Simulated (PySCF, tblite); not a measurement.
# C6H9NSi: a rotation path, then NMR shifts on frames, part 2 of 2

tblite 0.8.0 and PySCF 2.14.0. Atoms count from 0. The steps go on from the part before.

## Step 5: Shielding tensors: image 4, PBE0/pcSseg-1

What the job is given:

```
{"job": {"kind": "nmr", "xc": "PBE0", "basis": "pcSseg-1", "pop": false}, "charge": 0, "multiplicity": 1}
Si    -2.271900     0.954200    -0.997600
C     -1.404400    -0.619000    -0.365800
C      0.013700    -0.465900     0.093700
C      0.689000     0.747000     0.095700
C      1.995700     0.804900     0.551400
C      2.591300    -0.364700     0.993200
N      1.968800    -1.531500     0.991200
C      0.724700    -1.574600     0.554900
H     -3.638500     0.592100    -1.371200
H     -1.562100     1.469900    -2.170700
H     -2.301600     1.964100     0.063700
H     -1.985600    -1.037100     0.461600
H     -1.429400    -1.381100    -1.150400
H      0.199100     1.643100    -0.256900
H      2.535000     1.740000     0.561500
H      3.607900    -0.375300     1.363200
H      0.261200    -2.554100     0.572400
```

Level: GIAO PBE0/pcSseg-1 NMR shielding, non-relativistic, gas phase.

The log of the run:

```text
coarse grid: 14784 points
cycle   1  E = -577.6923971474  dE =  1.194e+00  |g| = 3.537e-01  |ddm| = 3.955e+00
cycle   2  E = -577.6911002204  dE =  1.297e-03  |g| = 3.832e-01  |ddm| = 9.576e-01
cycle   3  E = -577.7258281418  dE = -3.473e-02  |g| = 6.975e-02  |ddm| = 4.700e-01
cycle   4  E = -577.7265262338  dE = -6.981e-04  |g| = 3.659e-02  |ddm| = 7.194e-02
cycle   5  E = -577.7268182489  dE = -2.920e-04  |g| = 9.827e-03  |ddm| = 5.027e-02
cycle   6  E = -577.7268420325  dE = -2.378e-05  |g| = 3.737e-03  |ddm| = 1.530e-02
cycle   7  E = -577.7268455845  dE = -3.552e-06  |g| = 4.409e-04  |ddm| = 3.560e-03
final grid: 138520 points
cycle   8  E = -577.7716637982  dE = -3.231e-05  |g| = 6.532e-03  |ddm| = 4.106e-02
cycle   9  E = -577.7716625245  dE =  1.274e-06  |g| = 7.044e-03  |ddm| = 1.590e-02
cycle  10  E = -577.7716749108  dE = -1.239e-05  |g| = 9.092e-04  |ddm| = 8.012e-03
cycle  11  E = -577.7716750727  dE = -1.619e-07  |g| = 3.280e-04  |ddm| = 1.078e-03
cycle  12  E = -577.7716750949  dE = -2.222e-08  |g| = 9.832e-05  |ddm| = 4.259e-04
cycle  13  E = -577.7716750972  dE = -2.295e-09  |g| = 2.927e-05  |ddm| = 1.209e-04
cycle  14  E = -577.7716750975  dE = -2.175e-10  |g| = 5.728e-06  |ddm| = 3.396e-05
converged SCF energy = -577.7716750975

GIAO shielding tensors (ppm)
atom      isotropic    diamagn.    paramagn.     s11        s22        s33       span
  0 Si     425.693     879.668    -453.975    407.481    409.586    460.012     52.531
  1 C      173.334     250.800     -77.466    160.366    165.175    194.461     34.096
  2 C       48.059     263.680    -215.621    -58.825     25.546    177.457    236.282
  3 C       46.555     255.677    -209.123    -64.113     32.238    171.539    235.652
  4 C       59.213     257.030    -197.818    -54.148     55.080    176.706    230.853
  5 C       34.366     251.942    -217.577    -73.835     28.479    148.453    222.288
  6 N      -92.810     331.503    -424.313   -404.636   -176.035    302.240    706.876
  7 C       28.132     248.955    -220.823    -77.507     29.815    132.088    209.595
  8 H       27.718      28.143      -0.425     24.081     25.689     33.383      9.302
  9 H       27.513      29.434      -1.921     24.306     25.756     32.477      8.171
 10 H       27.479      29.486      -2.007     24.145     25.915     32.376      8.231
 11 H       29.224      30.702      -1.478     23.494     28.766     35.410     11.916
 12 H       29.205      30.705      -1.500     23.472     28.772     35.371     11.900
 13 H       24.075      35.146     -11.071     19.613     22.334     30.277     10.664
 14 H       24.371      31.353      -6.982     21.481     23.538     28.093      6.612
 15 H       22.906      28.596      -5.689     18.933     23.049     26.737      7.803
 16 H       22.769      31.564      -8.795     18.257     21.347     28.703     10.446
```

It took 69 s on 1 thread, shared host.

This run: δ C7 158.8, C5 152.6, C3 140.4, C2 138.9, H16 8.95, H15 8.81 ppm.

## Step 6: NMR shieldings: image 6, PBE0/pcSseg-1

What the job is given:

```
{"job": {"kind": "nmr", "xc": "PBE0", "basis": "pcSseg-1", "pop": false}, "charge": 0, "multiplicity": 1}
Si    -2.154300     0.808700    -1.273100
C     -1.500400    -0.523600    -0.071400
C     -0.040400    -0.424600     0.225900
C      0.563500     0.782600     0.563900
C      1.919300     0.819200     0.835200
C      2.636000    -0.365800     0.768800
N      2.080400    -1.522800     0.455300
C      0.786700    -1.545200     0.190900
H     -3.575300     0.543800    -1.498100
H     -1.404800     0.738900    -2.526100
H     -2.009800     2.143000    -0.685100
H     -2.056300    -0.448500     0.867100
H     -1.714300    -1.514200    -0.478100
H     -0.026400     1.686400     0.610800
H      2.407700     1.747800     1.089000
H      3.697900    -0.394300     0.974400
H      0.383500    -2.519500    -0.059300
```

Level: GIAO PBE0/pcSseg-1 NMR shielding, non-relativistic, gas phase.

The log of the run:

```text
coarse grid: 14784 points
cycle   1  E = -577.6941421434  dE =  1.188e+00  |g| = 3.537e-01  |ddm| = 3.936e+00
cycle   2  E = -577.6929645846  dE =  1.178e-03  |g| = 3.828e-01  |ddm| = 9.638e-01
cycle   3  E = -577.7276090318  dE = -3.464e-02  |g| = 7.140e-02  |ddm| = 4.737e-01
cycle   4  E = -577.7283424202  dE = -7.334e-04  |g| = 3.750e-02  |ddm| = 7.562e-02
cycle   5  E = -577.7286540669  dE = -3.116e-04  |g| = 9.721e-03  |ddm| = 5.103e-02
cycle   6  E = -577.7286773134  dE = -2.325e-05  |g| = 3.764e-03  |ddm| = 1.507e-02
cycle   7  E = -577.7286809125  dE = -3.599e-06  |g| = 4.462e-04  |ddm| = 3.550e-03
final grid: 138520 points
cycle   8  E = -577.7737164017  dE = -3.628e-05  |g| = 6.797e-03  |ddm| = 4.168e-02
cycle   9  E = -577.7737150894  dE =  1.312e-06  |g| = 7.313e-03  |ddm| = 1.617e-02
cycle  10  E = -577.7737284542  dE = -1.336e-05  |g| = 8.643e-04  |ddm| = 8.143e-03
cycle  11  E = -577.7737285949  dE = -1.407e-07  |g| = 3.312e-04  |ddm| = 9.992e-04
cycle  12  E = -577.7737286165  dE = -2.152e-08  |g| = 1.006e-04  |ddm| = 4.103e-04
cycle  13  E = -577.7737286188  dE = -2.379e-09  |g| = 3.367e-05  |ddm| = 1.331e-04
cycle  14  E = -577.7737286191  dE = -2.992e-10  |g| = 5.649e-06  |ddm| = 3.856e-05
converged SCF energy = -577.7737286191

GIAO shielding tensors (ppm)
atom      isotropic    diamagn.    paramagn.     s11        s22        s33       span
  0 Si     421.504     879.401    -457.897    399.096    404.731    460.685     61.589
  1 C      171.696     250.038     -78.342    156.927    162.870    195.291     38.364
  2 C       47.249     265.016    -217.767    -57.531     21.950    177.328    234.859
  3 C       46.886     253.767    -206.881    -64.154     28.770    176.042    240.197
  4 C       59.053     257.763    -198.711    -55.449     55.208    177.399    232.848
  5 C       34.007     251.829    -217.822    -73.811     27.578    148.254    222.065
  6 N      -96.394     331.458    -427.851   -413.220   -175.675    299.714    712.934
  7 C       30.808     248.396    -217.587    -72.238     36.009    128.654    200.891
  8 H       27.635      28.281      -0.645     24.092     25.405     33.409      9.316
  9 H       27.983      29.056      -1.073     24.878     26.252     32.819      7.941
 10 H       27.458      29.620      -2.162     23.439     26.773     32.162      8.723
 11 H       29.196      30.213      -1.017     25.607     26.774     35.208      9.601
 12 H       29.561      31.470      -1.908     24.073     28.929     35.682     11.609
 13 H       23.815      34.628     -10.813     19.573     22.095     29.779     10.206
 14 H       24.355      31.419      -7.064     21.576     23.512     27.978      6.401
 15 H       22.932      28.678      -5.746     19.049     23.058     26.689      7.640
 16 H       22.917      31.651      -8.735     18.712     21.579     28.458      9.746
```

Wall time 63 s (1 thread, shared host).

Key values: δ C7 156.1, C5 152.9, C3 140.0, C2 139.7, H16 8.80, H15 8.79 ppm.

## Step 7: Shielding tensors: image 8, PBE0/pcSseg-1

What the job is given:

```
{"job": {"kind": "nmr", "xc": "PBE0", "basis": "pcSseg-1", "pop": false}, "charge": 0, "multiplicity": 1}
Si    -2.051100     0.534600    -1.471500
C     -1.568600    -0.361400     0.148900
C     -0.095000    -0.316900     0.343200
C      0.526500     0.741800     0.998500
C      1.904900     0.753300     1.121700
C      2.623300    -0.299000     0.574600
N      2.050300    -1.310700    -0.055100
C      0.735500    -1.313400    -0.165300
H     -3.504000     0.445000    -1.626900
H     -1.370300    -0.116500    -2.589800
H     -1.634900     1.934600    -1.375400
H     -2.071700     0.114200     0.991600
H     -1.907700    -1.396400     0.102200
H     -0.070000     1.544900     1.410400
H      2.410400     1.560900     1.629600
H      3.702500    -0.339500     0.641200
H      0.312900    -2.163500    -0.687800
```

With the program's defaults for keys left out, this is: GIAO PBE0/pcSseg-1 NMR shielding, non-relativistic, gas phase.

The log of the run:

```text
coarse grid: 14784 points
cycle   1  E = -577.6953635842  dE =  1.187e+00  |g| = 3.554e-01  |ddm| = 3.912e+00
cycle   2  E = -577.6943534672  dE =  1.010e-03  |g| = 3.841e-01  |ddm| = 9.682e-01
cycle   3  E = -577.7292984057  dE = -3.494e-02  |g| = 7.119e-02  |ddm| = 4.723e-01
cycle   4  E = -577.7300206546  dE = -7.222e-04  |g| = 3.756e-02  |ddm| = 7.471e-02
cycle   5  E = -577.7303328299  dE = -3.122e-04  |g| = 9.688e-03  |ddm| = 5.042e-02
cycle   6  E = -577.7303559838  dE = -2.315e-05  |g| = 3.796e-03  |ddm| = 1.501e-02
cycle   7  E = -577.7303596520  dE = -3.668e-06  |g| = 4.000e-04  |ddm| = 3.547e-03
final grid: 138520 points
cycle   8  E = -577.7755765348  dE = -3.296e-05  |g| = 6.795e-03  |ddm| = 3.723e-02
cycle   9  E = -577.7755751769  dE =  1.358e-06  |g| = 7.318e-03  |ddm| = 1.634e-02
cycle  10  E = -577.7755886551  dE = -1.348e-05  |g| = 8.893e-04  |ddm| = 8.253e-03
cycle  11  E = -577.7755888075  dE = -1.524e-07  |g| = 3.422e-04  |ddm| = 1.034e-03
cycle  12  E = -577.7755888320  dE = -2.450e-08  |g| = 9.445e-05  |ddm| = 4.119e-04
cycle  13  E = -577.7755888340  dE = -2.042e-09  |g| = 3.224e-05  |ddm| = 1.199e-04
cycle  14  E = -577.7755888343  dE = -2.674e-10  |g| = 5.910e-06  |ddm| = 3.666e-05
converged SCF energy = -577.7755888343

GIAO shielding tensors (ppm)
atom      isotropic    diamagn.    paramagn.     s11        s22        s33       span
  0 Si     410.578     879.536    -468.959    371.515    397.712    462.505     90.990
  1 C      168.639     250.337     -81.699    149.176    162.928    193.813     44.637
  2 C       45.942     265.665    -219.723    -56.162     16.890    177.098    233.260
  3 C       46.740     251.973    -205.233    -61.844     33.031    169.035    230.880
  4 C       58.715     258.232    -199.517    -54.962     54.377    176.730    231.692
  5 C       34.758     251.727    -216.969    -72.380     28.195    148.459    220.840
  6 N      -95.535     331.334    -426.870   -413.834   -176.034    303.262    717.096
  7 C       32.151     249.770    -217.620    -72.511     34.361    134.602    207.113
  8 H       27.518      28.456      -0.938     24.544     24.581     33.430      8.886
  9 H       27.943      29.281      -1.338     24.235     27.100     32.496      8.262
 10 H       27.946      29.444      -1.499     24.157     27.230     32.450      8.293
 11 H       29.500      31.098      -1.598     25.030     28.419     35.050     10.021
 12 H       29.347      30.954      -1.607     24.982     27.889     35.171     10.189
 13 H       24.056      33.779      -9.723     20.733     22.291     29.145      8.412
 14 H       24.385      31.044      -6.659     21.720     23.620     27.814      6.094
 15 H       22.989      28.854      -5.866     19.140     23.188     26.638      7.498
 16 H       22.920      32.337      -9.417     18.838     21.235     28.687      9.849
```

It took 70 s on 1 thread, shared host.

This run: δ C7 154.8, C5 152.2, C2 141.0, C3 140.2, H16 8.80, H15 8.73 ppm.

## Step 8: Run by run: NMR shifts

Shifts (ppm) of some atoms, chosen among heavy atoms and hydrogens apart, with basis size and wall time:

```
  frame     C7     C2    C1    H9   H10    Si0     N6  functions  time
image 0  154.7  141.0  18.3  3.78  3.77  -61.7  363.4        188  68 s
image 2  156.2  139.9  14.9  4.28  3.71  -72.2  364.0        188  67 s
image 4  158.8  138.9  13.6  4.20  4.24  -76.5  360.5        188  69 s
image 6  156.1  139.7  15.2  3.73  4.26  -72.3  364.1        188  63 s
image 8  154.8  141.0  18.3  3.77  3.77  -61.4  363.3        188  70 s
```

## Step 9: Outcome

What follows sums up all 2 parts.

| quantity | value |
| --- | --- |
| barrier | 0.119 eV (2.7 kcal/mol) at image 4 |
| end to end (GFN2-xTB) | 0.000 eV |
| 13C shifts against TMS (PBE0/pcSseg-1, image 0) | 154.7, 152.2, 141.0, 140.2, 128.2, 18.3 ppm |
| 1H shifts against TMS (PBE0/pcSseg-1, image 0) | 8.79, 8.73, 7.67, 7.33, 4.19, 3.78, 3.77, 2.36, 2.24 ppm |
| 29Si shifts against TMS (PBE0/pcSseg-1, image 0) | -61.7 ppm |
| 15N shifts against NH3 (PBE0/pcSseg-1, image 0) | 363.4 ppm |
| range of the shift of Si0 | -76.5 to -61.4 ppm |

What this shows: Along the band the dihedral turns by 179°, and the top (dihedral 181°) lies 2.7 kcal/mol above the start (GFN2-xTB, rough), so at room temperature this motion is fast. The top was not checked by a frequency run. Shifts at one fixed geometry are not the observed spectrum, which averages over the motion. In the first frame run (image 0): The widest tensor belongs to N6: span 717 ppm, with a paramagnetic part of -427 ppm. NICS(1)zz of -28 ppm above the planar ring from C2 marks a diatropic (aromatic) ring current. In ppm, Si0 moves most: its shift spreads over 15.1 ppm, from -76.5 (image 4) to -61.4 (image 8).
